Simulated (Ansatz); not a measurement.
# BrH4NSSi: the cost of one run

All numbers below are computed with Ansatz 0.2.0 (RKS PBE-D4/def2-SVP).

## (1) The structure to begin with

Bond lengths: N1–Si2 1.641 Å, Si2–S3 2.115 Å, Si2–Br4 2.157 Å, N1–H5 1.065 Å, N1–H6 1.056 Å, Si2–H7 1.505 Å, S3–H8 1.348 Å. Angles: N1–Si2–S3 105.6°, N1–Si2–Br4 108.8°, N1–Si2–H7 108.4°, S3–Si2–Br4 110.4°, S3–Si2–H7 113.2°, Br4–Si2–H7 110.3°, Si2–N1–H5 109.5°, Si2–N1–H6 110.3°, H5–N1–H6 100.3°, Si2–S3–H8 95.1°.

Structure file:

```xyz
8

N    -0.1139    1.3785    0.2918
Si    0.3468   -0.1231   -0.1835
S    -0.2345   -1.4203    1.3831
Br   -0.6983   -0.6271   -2.0023
H    -0.2039    2.0087   -0.5618
H    -1.1164    1.3665    0.6231
H     1.8324   -0.1098   -0.4227
H     0.2798   -2.5306    0.8164
```

## (2) End point A

Contents of input.yaml:

```yaml
crystal:
  periodic: [false, false, false]
  atoms:
    - { symbol: "N", position_ang: [-0.1139, 1.3785, 0.2918] }
    - { symbol: Si, position_ang: [0.3468, -0.1231, -0.1835] }
    - { symbol: S, position_ang: [-0.2345, -1.4203, 1.3831] }
    - { symbol: Br, position_ang: [-0.6983, -0.6271, -2.0023] }
    - { symbol: H, position_ang: [-0.2039, 2.0087, -0.5618] }
    - { symbol: H, position_ang: [-1.1164, 1.3665, 0.6231] }
    - { symbol: H, position_ang: [1.8324, -0.1098, -0.4227] }
    - { symbol: H, position_ang: [0.2798, -2.5306, 0.8164] }
basis:
  gaussian: { orbitals: def2-SVP }
hamiltonian:
  xc: pbe
  dispersion: d4
relax:
  f_tol: 0.015
  max_steps: 40
output:
  orbitals: {}
```

Command:

```bash
ansatz run input.yaml --threads 2 --pin off --max-ram 3072MiB --backend cpu --events-out ev --progress --plain --runs-dir out
```

Q: Estimate wall time and peak memory on 2 threads of Intel Xeon Platinum 8488C (Sapphire Rapids), shared host.

About 15 s, with a peak of 0.17 GiB.
